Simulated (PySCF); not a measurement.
# Cl4Sn: the cost of one run

Method: levels as typed in each script, gas phase, geometry from GFN2-xTB; program: PySCF 2.14.0.

## (1) Starting geometry

SMILES `Cl[Sn](Cl)(Cl)Cl`, 5 atoms, charge 0, spin multiplicity 1.

Bond lengths: Cl1–Sn2 2.317 Å, Sn2–Cl3 2.317 Å, Sn2–Cl4 2.316 Å, Sn2–Cl5 2.316 Å. Angles: Cl1–Sn2–Cl3 109.5°, Cl1–Sn2–Cl4 109.5°, Cl1–Sn2–Cl5 109.5°, Cl3–Sn2–Cl4 109.5°, Cl3–Sn2–Cl5 109.5°, Cl4–Sn2–Cl5 109.5°.

Geometry (Å):

```mol
Cl4Sn
  3D, bonds by distance, orders not assigned

  5  4  0  0  0  0  0  0  0  0999 V2000
    1.8482   -1.3373    0.4027 Cl  0  0
    0.0001   -0.0001   -0.0001 Sn  0  0
   -1.8483   -1.3374   -0.4026 Cl  0  0
    0.4027    1.3374   -1.8478 Cl  0  0
   -0.4028    1.3375    1.8478 Cl  0  0
  1  2  8  0
  2  3  8  0
  2  4  8  0
  2  5  8  0
M  END
```

## (2) Excited states (PBE0/def2-svpd)

input.py

```python
import numpy as np
from pyscf import gto, scf, dft, tdscf
from pyscf.scf import atom_ks, atom_hf
from scipy.linalg import block_diag

def solve(mol, dm0=None, hcore=None):
    mf = (dft.UKS if mol.spin else dft.RKS)(mol, xc='pbe0')
    mf.grids.level = 3
    mf = mf.density_fit(auxbasis='def2-universal-jkfit')
    mf.conv_tol, mf.max_cycle = 1e-8, 80
    if hcore is not None:
        mf.get_hcore = lambda *args: hcore
    mf.kernel(dm0)
    if not mf.converged:
        mf = mf.newton().run(mf.mo_coeff, mf.mo_occ, max_cycle=30)
    assert mf.converged, 'SCF not converged'
    return mf

mol = gto.M(atom='''
Cl     1.84825    -1.33734     0.40273
Sn     0.00005    -0.00006    -0.00007
Cl    -1.84829    -1.33738    -0.40259
Cl     0.40272     1.33743    -1.84778
Cl    -0.40280     1.33748     1.84784
''', basis='def2-svpd', ecp={'Sn': 'def2-svpd'}, charge=0, spin=0, verbose=4)
mf = solve(mol)
td = mf.TDA()
td.nstates, td.singlet, td.conv_tol = 4, True, 1e-5
td.kernel()
td.analyze()
x, y = np.array([p[0] for p in td.xy]), np.array([p[1] + 0 * p[0] for p in td.xy])
f, mu = td.oscillator_strength(), td.transition_dipole()
nto = [td.get_nto(state=i + 1, verbose=4) for i in range(len(td.e))]
# spherically averaged free atoms, for the promolecule
atom_ks.AtomSphAverageRKS.init_guess_by_vsap = lambda self, mol=None: self.init_guess_by_minao(mol)  # core potentials
atm = atom_ks.get_atm_nrks(mol, xc='pbe0')
pro = block_diag(*[(atm[a[0]][2] * atm[a[0]][3]) @ atm[a[0]][2].T for a in mol._atom])
np.savez('result.npz', e=td.e, f=f, ok=td.converged, w=[n[0] for n in nto], nto=[n[1] for n in nto], x=x, y=y, c=mf.mo_coeff, occ=mf.mo_occ, eps=mf.mo_energy, pro=pro, mu=mu)
```

On the command line:

```bash
OMP_NUM_THREADS=1 python input.py
```

**Question.** How long does this run take on 1 thread of Intel Xeon 6975P-C (Granite Rapids), shared host, and how much memory does it need?

About 2.3 min, with a peak of 0.72 GiB.
